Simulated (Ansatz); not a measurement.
# CH₃NSn: taking an electron away

Aim: the vertical ionisation energy of CH₃NSn, as cation minus neutral at the neutral's geometry, on several levels, and how well −ε(HOMO) stands in for it.

Program: Ansatz 0.2.0, Gaussian basis. Level of theory: unrestricted cation, the program's frozen cores in correlated methods. These are calculated values, not measurements.

Levels to be run: UKS PBE-D4/def2-TZVPP; UKS r2SCAN-D4/def2-TZVPP; UKS PBE0-D4/def2-TZVPP; UKS B3LYP-D4/def2-TZVPP; UKS wB97X-V/def2-TZVPP; UKS wB97M-V/def2-TZVPP; UKS B2PLYP/def2-TZVPP; UHF-CCSD(T)/def2-TZVPP; UHF-MP2/def2-QZVPP; extrapolation to the limit; then −ε(HOMO) from the neutral's earlier runs with LDA (SPW92), PBE-D4, revPBE-D4, BLYP-D4, r2SCAN-D4, B97M-V, PBE0-D4, B3LYP-D4, r2SCANh-D4, r2SCAN0-D4, HSE06-D4, BHLYP-D4, CAM-B3LYP-D4, LC-ωPBE, ωB97X-V, ωB97M-V.

## Step 1: Structure used throughout

An earlier PBE0-D4 in a triple-zeta def2 set relaxation fixed the geometry. Sn takes the def2 core potential; no spin-orbit term is included.

6 atoms, charge 0, spin multiplicity 1.

Atoms are counted from 1 here; the program's logs count them from 0.

Bond lengths: C1–N2 1.152 Å, C1–H4 1.071 Å, Sn3–H5 1.762 Å, Sn3–H6 1.762 Å. Angles: N2–C1–H4 175.2°, H5–Sn3–H6 93.2°.

## Step 2: Cation, UKS PBE-D4/def2-TZVPP

in.yaml reads:

```yaml
crystal:
  periodic: [false, false, false]
  atoms:
    - {symbol: C, position_ang: [-0.129076, -1.564608, 0.090631]}
    - {symbol: N, position_ang: [-1.054896, -0.896813, -0.065707]}
    - {symbol: Sn, position_ang: [0.866499, 1.136157, 0.007666]}
    - {symbol: H, position_ang: [0.675597, -2.256356, 0.234715]}
    - {symbol: H, position_ang: [-0.011062, 1.665761, -1.424956]}
    - {symbol: H, position_ang: [-0.304960, 1.851958, 1.111450]}
basis:
  gaussian: {orbitals: def2-TZVPP}
total_charge: 1
magnetization: {spin_polarized: true, initial_magnetization: 1}
hamiltonian: {xc: pbe, dispersion: d4}
```

Command:

```console
ansatz run in.yaml --threads 2 --pin off --events-out ev --progress --plain --max-ram 4352MiB
```

The runs that follow: Cation, UKS r2SCAN-D4/def2-TZVPP; Cation, UKS PBE0-D4/def2-TZVPP; Cation, UKS B3LYP-D4/def2-TZVPP; Cation, UKS wB97X-V/def2-TZVPP; Cation, UKS wB97M-V/def2-TZVPP; Cation, UKS B2PLYP (frozen core)/def2-TZVPP; Cation, UHF-CCSD(T)/def2-TZVPP; Cation, UHF-MP2/def2-QZVPP.

Q: Predict the results of all the runs planned. Wanted: ionisation energy, CCSD(T)/CBS; nearest functional by difference; nearest −ε(HOMO); −ε(HOMO) of PBE; T1 of the cation.

The runs gave:

| quantity | value |
| --- | --- |
| ionisation energy, CCSD(T)/CBS | 8.59 eV |
| nearest functional by difference | B3LYP-D4 (-0.09 eV) |
| nearest −ε(HOMO) | LC-ωPBE (+0.03 eV) |
| −ε(HOMO) of PBE | 5.35 eV |
| T1 of the cation | 0.018 |

In words: Energy differences with functionals land within 0.24 eV of the reference. The PBE orbital energy is 3.2 eV too small: a semilocal HOMO is no ionisation energy. Among orbital estimates LC-ωPBE comes nearest. Hartree-Fock falls 1.16 eV short, as the neutral has more correlation energy than the cation. Correlated methods include outer-core shells of Sn, which these sets cover unevenly. With outer-core shells in play the reference is unsure by up to some tenths of an eV, so close misses can't be ranked.
